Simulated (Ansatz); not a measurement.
# BrFHInO: how energies converge with the basis set

The task here is to estimate one member of a computed series from the others.

Computed with Ansatz 0.2.0, Gaussian basis. Level: one geometry, several basis sets.

The runs, in order: PBE0-D4/def2-SVP; ωB97M-V/def2-SVP; PBE0-D4/def2-QZVPP; ωB97M-V/def2-QZVPP; the functionals' def2-TZVPP values are taken from earlier runs.

## The relaxed structure

All runs share one geometry, relaxed beforehand with PBE0-D4 in a triple-zeta def2 set. In takes the def2 core potential; no spin-orbit term is included.

SMILES `[OH][In]([F])[Br]`, 5 atoms, charge 0, spin multiplicity 1.

Atoms are counted from 1 here; the program's logs count them from 0.

Bond lengths: O1–In2 1.959 Å, O1–H5 0.962 Å, In2–F3 1.929 Å, In2–Br4 2.434 Å. Angles: In2–O1–H5 112.2°, O1–In2–F3 115.7°, O1–In2–Br4 126.0°, F3–In2–Br4 118.3°.

The first run:

in.yaml

```yaml
crystal:
  periodic: [false, false, false]
  atoms:
    - {symbol: O, position_ang: [0.417845, 1.465548, 0.331022]}
    - {symbol: In, position_ang: [0.132843, -0.453721, 0.060687]}
    - {symbol: F, position_ang: [1.415002, -1.617967, 0.909334]}
    - {symbol: Br, position_ang: [-1.666714, -1.464948, -1.229505]}
    - {symbol: H, position_ang: [-0.248976, 1.997388, -0.113040]}
basis:
  gaussian: {orbitals: def2-SVP}
hamiltonian: {xc: pbe0, dispersion: d4}
output: {orbitals: {seedname: orbitals}}
```

Steps of the session up to this table: PBE0-D4 in def2-SVP; ωB97M-V in def2-SVP; PBE0-D4 in def2-QZVPP; ωB97M-V in def2-QZVPP.

One table of the session follows, with a row left open; its other results are not shown here.

It belongs to the step «Functionals by basis». 

```
functional       basis  HOMO (eV)  LUMO (eV)
   PBE0-D4    def2-SVP      -8.81      -2.54
   PBE0-D4  def2-TZVPP      -8.94      -2.71
   PBE0-D4  def2-QZVPP          ?          ?
   ωB97M-V    def2-SVP     -11.02      -0.52
   ωB97M-V  def2-TZVPP     -11.18      -0.77
   ωB97M-V  def2-QZVPP     -11.20      -0.91
```

**Question.** Estimate the row for PBE0-D4, def2-QZVPP.

The run gave: HOMO (eV): -8.96; LUMO (eV): -2.75. In the column «HOMO (eV)» it lies between ωB97M-V, def2-SVP (-11.02) and PBE0-D4, def2-TZVPP (-8.94).
